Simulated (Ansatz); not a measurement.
# BGeHCl (quartet): the correlation ladder at distance B2–Ge3 = 3.789 Å, cc-pVDZ

The task here is to estimate one member of a computed series from the others.

Computed with Ansatz 0.2.0, Gaussian basis. Level: cc-pVDZ, core rule «outside noble gas», up to 20 orbitals frozen.

Plan: UHF; CCSD(T) on ROHF; CCSD(T) on UHF; BCCD(T) on ROHF; CISD; CCSDT(Q) on ROHF; CCSDT(Q) on UHF; CASSCF and MRCISD+Q, 5 electrons in 5 orbitals; CASSCF and NEVPT2, 5 electrons in 5 orbitals.

23 further runs of the same task are left out: 1 for a mislabelled method, 18 that didn't finish, 4 set aside as unsound or not needed.

### What is computed

The geometry derives from a PBE0/def2-TZVP stationary point (not a proven minimum). One bond is set to the value named and the two fragments are kept rigid. No spin-orbit coupling is included. The filled d shell of Ge may be among the frozen orbitals whatever the setting's name suggests; the logs give the count.

4 atoms, charge 0, spin multiplicity 4.

Atoms are counted from 1 here; the program's logs count them from 0.

Bond lengths: Cl1–B2 1.724 Å, Ge3–H4 1.547 Å.

Set-up of the first run:

The input, in.yaml:

```yaml
crystal:
  periodic: [false, false, false]
  atoms:
    - {symbol: Cl, position_ang: [0.000000, 0.372455, 3.147220]}
    - {symbol: B, position_ang: [0.000000, 1.265851, 1.672338]}
    - {symbol: Ge, position_ang: [0.000000, -0.376099, -1.742413]}
    - {symbol: H, position_ang: [0.000000, 0.426654, -3.064797]}
basis:
  gaussian: {orbitals: cc-pVDZ}
magnetization: {spin_polarized: true, initial_magnetization: 3}
hamiltonian: {xc: hf}
output: {orbitals: {seedname: orbitals}}
```

Run with:

```sh
$ ansatz run in.yaml --threads 1 --pin off --events-out ev --progress --plain --max-ram 2393MiB
```

Among the steps run: UHF; CCSD(T) on ROHF; CCSD(T) on UHF; BCCD(T) on ROHF; CISD; CCSDT(Q) on ROHF; CCSDT(Q) on UHF; CASSCF and MRCISD+Q, 5 electrons in 5 orbitals; CASSCF and NEVPT2, 5 electrons in 5 orbitals.

One of the session's tables, all rows but one given; the rest of the session is left out.

It belongs to the step «Misses and costs». 

| method | from RCCSDT(Q) (meV) |
| --- | --- |
| ROHF | +8216.5 |
| UHF | +8082.8 |
| RMP2 | ? |
| UMP2 | +1601.3 |
| CISD | +1152.4 |
| RCCSD | +286.7 |
| UCCSD | +269.2 |
| RCCSD(T) | +51.1 |
| UCCSD(T) | +33.9 |
| BCCD(T) | +48.0 |
| RCCSDT | +14.2 |
| UCCSDT | -5.4 |
| RCCSDT(Q) | 0 |
| UCCSDT(Q) | -22.8 |
| CASSCF pair | +7672.1 |
| NEVPT2 pair | +1511.9 |
| MRCISD pair | +1023.2 |
| MRCISD+Q pair | +178.0 |

Estimate the missing values for RMP2.

As computed: from RCCSDT(Q) (meV): +1496.0. In the column «from RCCSDT(Q) (meV)» it lies between CISD (+1152.4) and NEVPT2 pair (+1511.9).

Caveats from the session: Restricted and unrestricted rows rest on different reference determinants; where their highest levels disagree by more than a few hundredths of an eV, they describe different states and don't form one ladder.
